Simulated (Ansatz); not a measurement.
# C2H6B2F4: small, medium and large basis sets

Aim: see how fast density functionals converge with the basis set for C2H6B2F4.

Program: Ansatz 0.2.0, Gaussian basis. Level of theory: one geometry, several basis sets. These are calculated values, not measurements.

The runs, in order: PBE0-D4/def2-SVP; ωB97M-V/def2-SVP; PBE0-D4/def2-QZVPP; ωB97M-V/def2-QZVPP; the functionals' def2-TZVPP values are taken from earlier runs.

## 1. The relaxed structure

An earlier PBE0-D4 in a triple-zeta def2 set relaxation fixed the geometry.

SMILES `C[B@-]1(F)[F+][B@-](C)(F)[F+]1`, 14 atoms, charge 0, spin multiplicity 1.

Atoms are counted from 1 here; the program's logs count them from 0.

Bond lengths: C1–B2 1.556 Å, C1–H9 1.091 Å, C1–H10 1.093 Å, C1–H11 1.093 Å, B2–F3 1.329 Å, B2–F4 1.556 Å, B2–F8 1.558 Å, F4–B5 1.558 Å, B5–C6 1.556 Å, B5–F7 1.329 Å, B5–F8 1.556 Å, C6–H12 1.093 Å, C6–H13 1.091 Å, C6–H14 1.093 Å. Angles: B2–C1–H9 112.4°, B2–C1–H10 110.2°, B2–C1–H11 110.2°, H9–C1–H10 108.3°, H9–C1–H11 108.3°, H10–C1–H11 107.3°, C1–B2–F3 122.5°, C1–B2–F4 113.1°, C1–B2–F8 113.0°, F3–B2–F4 107.9°, F3–B2–F8 107.8°, F4–B2–F8 86.6°, B2–F4–B5 93.4°, F4–B5–C6 113.1°, F4–B5–F7 107.8°, F4–B5–F8 86.6°, C6–B5–F7 122.5°, C6–B5–F8 113.1° and more.

## 2. PBE0-D4 in def2-SVP

in.yaml

```yaml
crystal:
  periodic: [false, false, false]
  atoms:
    - {symbol: C, position_ang: [0.122312, -2.353502, 0.227135]}
    - {symbol: B, position_ang: [0.671529, -0.899382, 0.159879]}
    - {symbol: F, position_ang: [1.964059, -0.616308, 0.288736]}
    - {symbol: F, position_ang: [0.126080, -0.095737, -1.055823]}
    - {symbol: B, position_ang: [-0.671259, 0.899276, -0.160253]}
    - {symbol: C, position_ang: [-0.122490, 2.353587, -0.227072]}
    - {symbol: F, position_ang: [-1.963690, 0.615839, -0.289288]}
    - {symbol: F, position_ang: [-0.125609, 0.095802, 1.055413]}
    - {symbol: H, position_ang: [-0.960717, -2.394626, 0.101431]}
    - {symbol: H, position_ang: [0.581860, -2.966949, -0.552087]}
    - {symbol: H, position_ang: [0.373865, -2.808039, 1.188785]}
    - {symbol: H, position_ang: [-0.578943, 2.965352, 0.555328]}
    - {symbol: H, position_ang: [0.961013, 2.394599, -0.105464]}
    - {symbol: H, position_ang: [-0.378009, 2.810106, -1.186712]}
basis:
  gaussian: {orbitals: def2-SVP}
hamiltonian: {xc: pbe0, dispersion: d4}
output: {orbitals: {seedname: orbitals}}
```

Command:

```bash
> ansatz run in.yaml --threads 4 --pin off --events-out ev --progress --plain --max-ram 11315MiB
```

The runs that follow: ωB97M-V in def2-SVP; PBE0-D4 in def2-QZVPP; ωB97M-V in def2-QZVPP.

Before running them: what should the planned runs give, taken together? Wanted: PBE0-D4: double and triple zeta above quadruple; ωB97M-V: double and triple zeta above quadruple.

As calculated:

| quantity | value |
| --- | --- |
| PBE0-D4: double and triple zeta above quadruple | 17.65, 0.74 eV |
| ωB97M-V: double and triple zeta above quadruple | 18.00, 0.69 eV |

**Reading.** PBE0-D4 gains 16.91 eV from double to triple zeta, then 0.74 eV more. Total energies overstate the basis error of differences, where much of it tends to cancel. The LUMO of ωB97M-V is positive and keeps falling with the basis (3.55 to 1.59 eV): an unbound level that the basis holds in place.
